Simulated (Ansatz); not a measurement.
# MoOs: the cost of one run

All numbers are computed with Ansatz 0.2.0 through its Python package. The levels of theory stand in the script.

### 1 Starting point

The structure is hexagonal, space group P-6m2 (No. 187). Conventional cell: a = 2.782 Å, b = 2.782 Å, c = 4.507 Å, α = 90.00°, β = 90.00°, γ = 120.00°. Mo (site symmetry -6m2) is surrounded by 6 Os at 2.77 Å and 6 Mo at 2.78 Å. Around Os (site symmetry -6m2) lie 6 Mo at 2.77 Å and 6 Os at 2.78 Å.

No structure file is read: the coordinates are typed or built in the script.

### 2 The code

Contents of run_xc.py:

```python
'''Functional comparison for MoOs (totals differ with the potentials too).'''

import csv

import ansatz

lattice = ansatz.Lattice.of(
    (2.78175569, 0.0, 0.0),
    (-1.39087784, 2.40907109, 0.0),
    (0.0, 0.0, 4.507055),
)
sites = [
    ('Mo', (2 / 3, 1 / 3, 0.5)),
    ('Os', (1 / 3, 2 / 3, 0.0)),
]
moos = ansatz.Crystal(lattice=lattice)
for symbol, position in sites:
    moos = moos.atom(symbol, position)

calculation = (
    moos.calculation()
    .scf(tolerance=1e-09, self_checks='high')
    .kpoints(9, 9, 5)
    .occupations('Fermi-Dirac')
    .basis(19 * ansatz.Ha)
    .forces()
    .stress()
)

rows = []
for value in ['blyp', 'r2scan', 'pbesol']:
    r = calculation.functional(value).run(threads=1).report
    rows.append((value, r['free_energy_ev'] / len(r['lattice']['sites']), r['n_iterations'], sum(r['stress_gpa'][i][i] for i in range(3)) / 3, max(abs(f) for row in r['forces_ev_ang'] for f in row), r['n_kpoints']))

with open('xc.csv', 'w', newline='') as handle:
    writer = csv.writer(handle)
    writer.writerow(['functional', 'F/atom (eV)', 'iterations', 'P (GPa)', 'max component (eV/A)', 'k-points'])
    writer.writerows([round(v, 5) if isinstance(v, float) else v for v in row] for row in rows)
print(open('xc.csv').read())
```

### 3 The run

The run is started by

```bash
$ python run_xc.py
```

**Question.** How long does this script take on 1 thread of Arm Neoverse N1, shared host, and how much memory does it need?

About 26 s, with a peak of 0.47 GiB.
